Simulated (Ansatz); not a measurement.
BaTiO3, space group R3m, a scan of the Hubbard U

With the Ansatz DFT code, driven from Python.

The script reads `POSCAR`:
```text
BaTiO3
1.0
   2.82736661    1.63238087    2.31839349
  -2.82736661    1.63238087    2.31839349
   0.00000000   -3.26476174    2.31839349
Ba Ti O
1 1 3
Direct
   0.00000000    0.00000000    0.00000000
   0.48450000    0.48450000    0.48450000
   0.50860000    0.50860000    0.01750000
   0.01750000    0.50860000    0.50860000
   0.50860000    0.01750000    0.50860000
```

Notebook, run cell by cell (the value of a cell's last expression is shown):

In [1]:
```python
import warnings

import ansatz
from ase.io import read
import numpy as np
```

In [2]:
```python
params = {
    "xc": "pbesol",
    "occupations": "fixed",
    "scf_tol": 1e-09,
}
```

In [3]:
```python
def count_gap(report):
    # lowest empty less highest filled band, counting bands; zero where they overlap
    return max(report.get("gap_by_band_count_ev") or 0.0, 0.0)
```

In [4]:
```python
warnings.simplefilter("ignore", ansatz.DeckWarning)

atoms = read("POSCAR", format="vasp")
crystal = ansatz.Crystal.from_ase(atoms)
```

In [5]:
```python
len(crystal.resolved().sites)
```
Out [5]:
```text
5
```

In [6]:
```python
setup = crystal.calculation()
setup = setup.functional(params["xc"])
setup = setup.basis(18 * ansatz.Ha)
setup = setup.kpoints(6)
setup = setup.occupations(params["occupations"])
setup = setup.scf(tolerance=params["scf_tol"])
setup = setup.band_table()
rows = []
for u in [0.0, 1.5, 3.0, 4.5, 6.0]:
    rep = setup.hubbard("Ti", "d", u_eff=u).run(threads=1).report
    shell = rep["hubbard"]["n_scf"]
    rows.append((u, count_gap(rep), sum(shell) / len(shell), rep["n_iterations"]))
lines = [",".join(["U_eff eV", "gap by band count eV", "Ti d occupation (projector)", "iterations"])] + [",".join(f"{v:.4f}" if isinstance(v, float) else str(v) for v in row) for row in rows]
print("\n".join(lines))
with open("plus_u.csv", "w") as handle:
    handle.write("\n".join(lines) + "\n")
```
```text
U_eff eV,gap by band count eV,Ti d occupation (projector),iterations
0.0000,2.3918,2.4123,10
1.5000,2.5221,2.3499,10
3.0000,2.6700,2.2847,10
4.5000,2.8391,2.2166,10
6.0000,3.0336,2.1458,10
```

From U = 0 to 6 eV the gap on the mesh goes from 2.39 eV to 3.03 eV.

Reading the output:
- Spin is left out of this run.
- Semilocal gaps usually lie well under measured ones.
- Under fixed occupations the level called the Fermi level is the highest filled one on the SCF mesh; off the mesh a filled band can lie a little above it.
- The starting cell is as deposited in a crystallographic database; the results hold for this polymorph, which needn't be the stable one.
- Gaps and levels are Kohn-Sham values on a finite set of k-points, without spin-orbit coupling.
- Shell occupations and the effect of U depend on the projectors; a run with no .spin step is spin-unpolarised, and each U may end in a state that isn't the lowest.
- Wall time of the script: 39 s on 1 thread of Arm Neoverse V2, on a shared host, peak memory 0.49 GiB.
